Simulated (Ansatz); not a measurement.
# Hf2N: the cost of one run

Program: Ansatz 0.2.0. Level of theory: DFT PBEsol, scalar-relativistic, plane waves, PAW. These are calculated values, not measurements.

1 further run of the same task is left out (set aside as unsound or not needed).

**1. The starting structure**

Symmetry: P4_2/mnm, No. 136, tetragonal system. Conventional cell: a = 5.296 Å, b = 5.296 Å, c = 3.227 Å, α = 90.00°, β = 90.00°, γ = 90.00°. Around Hf (site symmetry m2m) lie 3 N at 2.21 to 2.22 Å. N (site symmetry mmm) has 6 Hf at 2.21 to 2.22 Å as nearest neighbours.

Coordinates:

```cif
data_structure
_symmetry_space_group_name_H-M 'P4_2/mnm'
_symmetry_Int_Tables_number 136
_cell_length_a 5.2955
_cell_length_b 5.2955
_cell_length_c 3.2274
_cell_angle_alpha 90.000
_cell_angle_beta 90.000
_cell_angle_gamma 90.000
_cell_volume 90.51
loop_
_atom_site_label
_atom_site_type_symbol
_atom_site_symmetry_multiplicity
_atom_site_Wyckoff_symbol
_atom_site_fract_x
_atom_site_fract_y
_atom_site_fract_z
_atom_site_occupancy
Hf1 Hf 4 f 0.29546 0.29546 0.00000 1
N1 N 2 a 0.00000 0.00000 0.00000 1
```

It goes back to an entry of the Materials Project, which need not be the stable form.

This cell was relaxed beforehand with the same method: volume 15.08 Å³/atom, gap on the mesh none (metal).

**2. Bands, states and charges**

Contents of input.yaml:

```yaml
crystal:
  lattice:
    - [5.2955389254, 0.0, 0.0]
    - [0.0, 5.2955389254, 0.0]
    - [0.0, 0.0, 3.2274489825]
  atoms:
    - { symbol: Hf, position: [0.2954633019, 0.2954633019, 0.0] }
    - { symbol: Hf, position: [0.7045366981, 0.7045366981, 0.0] }
    - { symbol: Hf, position: [0.7954633019, 0.2045366981, 0.5] }
    - { symbol: Hf, position: [0.2045366981, 0.7954633019, 0.5] }
    - { symbol: "N", position: [0.0, 0.0, 0.0] }
    - { symbol: "N", position: [0.5, 0.5, 0.5] }
basis:
  ecutwfc: 420
kpoints:
  mp_grid: { grid: [8, 8, 12] }
  band_path:
    path:
      - [[0.0, 0.0, 0.0], [0.0, 0.5, 0.0], [0.5, 0.5, 0.0], [0.0, 0.0, 0.0], [0.0, 0.0, 0.5], [0.0, 0.5, 0.5], [0.5, 0.5, 0.5], [0.0, 0.0, 0.5]]
      - [[0.0, 0.5, 0.0], [0.0, 0.5, 0.5]]
      - [[0.5, 0.5, 0.0], [0.5, 0.5, 0.5]]
    npoints: 14
hamiltonian:
  xc: pbesol
scf:
  occupations: { method: gaussian, width: 0.1 }
  n_extra_bands: 15
output:
  forces: true
  stress: true
  eigenvalues: true
  populations: true
  dos: { projected: true, de: 0.02, nscf_kmesh: { grid: [12, 12, 18] } }
  bader: true
  write_density: true
  write_potential: true
  elf: true
  volumetric_format: npy
```

On the command line:

```
ansatz run input.yaml --threads 1 --pin off --max-ram 2560MiB --backend cpu --events-out ev --progress --plain --runs-dir out
```

What time and memory should one allow on 1 thread of Intel Xeon Platinum 8259CL at 2.50GHz (Skylake/Cascade Lake), shared host?

About 3.8 min, with a peak of 1.2 GiB.
